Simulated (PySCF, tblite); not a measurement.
**C8H10Si: geometry, infrared bands and NMR shifts**

What infrared bands and NMR shifts should C8H10Si (`C#C[Si@H]1CC=CC(=C)C1`) show?

Computed with tblite 0.8.0 and PySCF 2.14.0, with density-fitted response routines of our own, on a single molecule in the gas phase. Atoms count from 0, in the outputs and in this text.

**1. Starting geometry**

19 atoms, charge 0, multiplicity 1; geometry from: force field or distance geometry start.

Bonds of the start (Å): C0–C1 1.21, C1–Si2 1.87, Si2–C3 1.87, C3–C4 1.52, C4–C5 1.35, C5–C6 1.46, C6–C7 1.34, C6–C8 1.52, C8–Si2 1.89, C0–H9 1.05, Si2–H10 1.50, C3–H11 1.10, C3–H12 1.09, C4–H13 1.08, C5–H14 1.09, C7–H15 1.08, C7–H16 1.09, C8–H17 1.10, C8–H18 1.10.

**2. Optimising the geometry with GFN2-xTB**

Job settings and geometry (Å):

```
{"job": {"kind": "relax", "xc": "GFN2-xTB", "basis": "xTB"}, "charge": 0, "multiplicity": 1}
C      3.935700     0.910100    -0.854500
C      2.792200     0.511900    -0.881800
Si     1.040800    -0.129700    -0.897900
C      0.757600    -1.563300     0.274100
C     -0.632200    -1.655200     0.874600
C     -1.626200    -0.748500     0.771400
C     -1.554200     0.554400     0.110000
C     -2.680800     1.235600    -0.130900
C     -0.204000     1.142500    -0.256500
H      4.926400     1.271800    -0.834900
H      0.657300    -0.535100    -2.285900
H      1.469900    -1.503200     1.111500
H      0.968500    -2.500000    -0.244100
H     -0.840900    -2.577900     1.401900
H     -2.583700    -0.999800     1.225200
H     -2.670000     2.207800    -0.599300
H     -3.664800     0.842900     0.128600
H     -0.319400     1.929800    -1.010400
H      0.217800     1.615400     0.644800
```

The run is started by

```console
$ OMP_NUM_THREADS=1 python probes_run.py task.json out
```

One launch serves the whole session: the jobs run in the order shown.

**Question.** This job is followed by: GFN2-xTB harmonic vibrations, gas phase; GIAO PBE0/pcSseg-1 NMR shielding, non-relativistic, gas phase. What will the session give for the following? strongest single infrared mode (GFN2-xTB); zero-point energy (GFN2-xTB); 13C shifts against TMS (PBE0/pcSseg-1); 1H shifts against TMS (PBE0/pcSseg-1); 29Si shifts against TMS (PBE0/pcSseg-1); surface potential, 1st and 99th percentile.

The runs gave:

```
                                 quantity                                                           value
strongest single infrared mode (GFN2-xTB)                                           2206 cm⁻¹, 286 km/mol
             zero-point energy (GFN2-xTB)                                                   91.6 kcal/mol
   13C shifts against TMS (PBE0/pcSseg-1)         148.6, 139.4, 134.6, 121.9, 103.8, 89.6, 23.4, 15.0 ppm
    1H shifts against TMS (PBE0/pcSseg-1)  6.41, 6.10, 5.20, 5.14, 4.55, 2.12, 2.10, 1.92, 1.83, 1.71 ppm
  29Si shifts against TMS (PBE0/pcSseg-1)                                                       -48.9 ppm
    surface potential, 1st and 99th percentile                                              -0.74 V and 1.42 V
```

**Reading.** Relaxing lowered the energy by 0.114 eV in 73 steps; the close pair that moved most is Si2–C3, from 1.873 to 1.903 Å. All 51 modes are real, so the xTB geometry is a minimum. Unscaled tight-binding wavenumbers are off by several per cent, some by more. Its intensities can rank the bands wrongly. At PBE0/pcSseg-1: The largest span, 291 ppm, is at C1, where the paramagnetic term is -161 ppm. By nearest atom (PBE0/pcSseg-1), the HOMO sits on C7 28 %; C4 21 % and the LUMO on C4, C7 about 19 % each; C5, C6 about 12 % each.
